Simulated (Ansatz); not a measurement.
**OsPd2: relaxing cell and atoms**

Aim: in OsPd2, a known structure type filled with other elements, at an estimated volume, relax cell and atoms, then read levels, charges and fields where it ends.

Program: Ansatz 0.2.0. Level of theory: DFT, PBE, no spin polarisation, plane waves, PAW. These are calculated values, not measurements.

### Step 1. The cell

It takes space group Fd-3m (No. 227, cubic). Conventional cell: a = 6.954 Å, b = 6.954 Å, c = 6.954 Å, α = 90.00°, β = 90.00°, γ = 90.00°. Around Pd (site symmetry -3m) lie 6 Pd at 2.46 Å. Os (site symmetry -43m) has 12 Pd at 2.88 Å and 4 Os at 3.01 Å as nearest neighbours.

Coordinates:

```
Pd Os
1.0
     0.00000    3.47709    3.47709
     3.47709    0.00000    3.47709
     3.47709    3.47709    0.00000
Pd Os
4 2
Direct
  0.50000 0.50000 0.50000
  0.00000 0.50000 0.50000
  0.50000 0.50000 0.00000
  0.50000 0.00000 0.50000
  0.12500 0.12500 0.12500
  0.87500 0.87500 0.87500
```

The first density is read from a saved solution for the starting cell.

### Step 2. The relaxation

input.yaml reads:

```yaml
crystal:
  lattice:
    - [0.0, 3.477087, 3.477087]
    - [3.477087, 0.0, 3.477087]
    - [3.477087, 3.477087, 0.0]
  atoms:
    - { symbol: Pd, position: [0.5, 0.5, 0.5] }
    - { symbol: Pd, position: [0.0, 0.5, 0.5] }
    - { symbol: Pd, position: [0.5, 0.5, 0.0] }
    - { symbol: Pd, position: [0.5, 0.0, 0.5] }
    - { symbol: Os, position: [0.125, 0.125, 0.125] }
    - { symbol: Os, position: [0.875, 0.875, 0.875] }
  symmetry: { tolerance: 0.0003 }
kpoints:
  mp_grid: { grid: [6, 6, 6], shift: [0, 0, 0] }
magnetization:
  spin_polarized: false
scf:
  occupations: { method: methfessel_paxton, width: 0.0753 }
  lower_state_search: "off"
hamiltonian:
  pseudopotentials: { kind: paw }
  xc: pbe
basis:
  ecutwfc: 420
  fft_grid_basis: typed
relax:
  max_steps: 80
  cell: { p_target: 0.0 }
  f_tol: 0.03
output:
  forces: true
  stress: true
  eigenvalues: true
  bader: true
  populations: true
  elf: true
  write_potential: true
  volumetric_format: npy
  dos:
    e_range: [-12, 8]
    de: 0.05
    projected: { site_lists: { Os: [Os], Pd: [Pd] } }
  write_density: true
checkpoint:
  read: saved_state
```

Launch:

```
> ansatz run input.yaml --threads 2 --pin off --max-ram 3584MiB --backend cpu --events-out ev --progress --plain --runs-dir out
```

What does the calculation give? Wanted: moves; energy gained; largest move; cell; volume; pressure at the end; character; Bader charges.

**Answer**, as computed:

| quantity | value |
| --- | --- |
| moves | 4 |
| energy gained | 95.6 meV/atom |
| largest move | 0.00 Å |
| space group (0.01 Å), before / after | Fd-3m / Fd-3m |
| cell | a = 5.069 Å, b = 5.069 Å, c = 5.069 Å, α = 60.00°, β = 60.00°, γ = 60.00° |
| volume | 15.35 Å³/atom (+9.5 %) |
| pressure at the end | -0.02 GPa |
| formation energy (elements from separate runs) | 0.83 eV/atom |
| character | metal |
| density of states, mean within 0.25 eV of the Fermi level | 11 per eV per cell |
| Bader charges | Pd -0.07, Os +0.15 e |

**Reading.** The volume grew by 9.5 %, and the atoms end where they began within the cell; the energy fell by 95.6 meV per atom. The run held to 48 symmetry operations, so a lower structure without them is not ruled out. The cell is metallic; within 0.25 eV of the Fermi level the density of states averages 11 per eV per cell, mostly Os d (56 %) and Pd d (40 %). Os loses most charge (+0.15 e on average) and Pd gains most (-0.07 e). Against the elements' reference phases (Pd fcc, Os hcp; separate runs with the same functional) the formation energy is 0.83 eV per atom, so at this geometry it is not bound against them.

Caveats: many states at the Fermi level without spin polarisation, so a magnetic state may lie lower.
